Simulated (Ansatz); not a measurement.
Crystal: Mg6CrCd.

```
CELL_PARAMETERS angstrom
5.00729 0.00000 0.00000
0.00000 3.13552 5.44671
0.00000 -3.13552 5.44671
ATOMIC_POSITIONS crystal
Cd 0.50000 0.66595 0.66595
Cr 0.50000 0.16748 0.16748
Mg 0.00000 0.83327 0.83327
Mg 0.00000 0.32921 0.32921
Mg 0.00000 0.32946 0.84132
Mg 0.00000 0.84132 0.32946
Mg 0.50000 0.16834 0.66497
Mg 0.50000 0.66497 0.16834
```

The cell comes from a database or a generator and needn't be the stable form of this composition.

Base run:

* Program: Ansatz 0.2.0
* Functional: LDA
* Potentials or basis: Ansatz PAW
* Cutoff: 420 eV
* Density cutoff: 1680 eV
* k mesh: 6 × 5 × 5
* Occupations: gaussian, width 0.1 eV
* Spin: collinear spin, ferromagnetic start
* Starting moments: [0.0, 3.0, 0.0, 0.0, 0.0, 0.0, 0.0, 0.0] μB

Its results: band gap on the k mesh none (metal or under the smearing width); pressure -3.5 GPa; net moment 4.30 μB per cell; site moments Cd -0.01; Cr +3.79; Mg +0.03, +0.02, +0.01, -0.01 μB; largest force 0.086 eV/Å.

Q: The run is repeated on the same cell with these changes: occupations from gaussian, width 0.1 eV to methfessel-paxton, width 0.1 eV; hubbard terms from none to Cr d U = 3.5 eV; hubbard projectors from none to ortho-atomic (the default). What comes out?

A: Band gap on the k mesh none (metal or under the smearing width); pressure -2.1 GPa; net moment 4.77 μB per cell; site moments Cd -0.01; Cr +4.24; Mg +0.01, -0.00 μB; largest force 0.135 eV/Å.

Caveats: the PAW data sets come from PBE, with cores solved anew for the run's functional, which leaves a small shift of forces and pressure; the magnetic or orbital state may not be the lowest (some runs); the U is typed as a test and isn't derived for this compound (some runs); the density of states is complete only up to the lowest level of the last band computed (some runs).

Not every run made on this cell is shown here.
